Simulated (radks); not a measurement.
# Valence configurations of Te³⁺

The task here is to estimate one member of a computed series from the others.

The numbers are computed with radks (a radial shooting solver on a logarithmic mesh, Libxc functionals) version 1 (scalar-relativistic Kohn-Sham, r2SCAN, spin-polarised, spherical densities, finite nucleus; open shells are filled with parallel spins first), except any that are marked as measured or tabulated.

## The system

```
element            : tellurium (Z = 52)
charge             : +3
electrons          : 49
configuration      : [Kr] 4d10 5s2 5p1
nuclear rms radius : 4.7423 fm
others tried       : 4d10 5p3; 4d10 5s1 5p2; 4d9 5s2 5p2; 4d10 5s1.5 5p1.5; 4d9.5 5s1.5 5p2; 4d9.5 5s2 5p1.5; 4d9 5s1.5 5p2.5
```

Outer shells as boxes (Hund's rule):

Te³⁺
```
[Kr] core
4d [↑↓][↑↓][↑↓][↑↓][↑↓]
5s [↑↓]
5p [↑ ][  ][  ]
```

The first run:

The run's settings:

```text
Z 52
configuration [Kr] 4d10 5s2 5p1
relativity scalar-relativistic
functional r2scan,r2scan
spin polarised
nucleus finite rms 4.7423 fm
c 137.035999084
```

Among the steps run: [Kr] 4d10 5s2 5p1.

One of the session's tables, all rows but one given; the rest of the session is left out.

It belongs to the step «[Kr] 4d10 5s2 5p1». Radial moments (bohr):

```
  level     <r>  outermost maximum (interpolated)  90 % within  nodes
  4p up  0.8211                             0.738         1.20      2
4p down  0.8211                             0.738         1.20      2
  4d up  0.9655                             0.810         1.48      1
4d down  0.9622                             0.810         1.47      1
  5s up       ?                                 ?            ?      ?
5s down   1.919                              1.73         2.76      4
  5p up   2.220                              1.99         3.20      3
5p down   2.183                              1.97         3.13      3
```

Estimate the missing values for 5s up.

The run gave: <r>: 1.937; outermost maximum (interpolated): 1.74; 90 % within: 2.78; nodes: 4. In the column «<r>» it lies between 5s down (1.919) and 5p down (2.183).
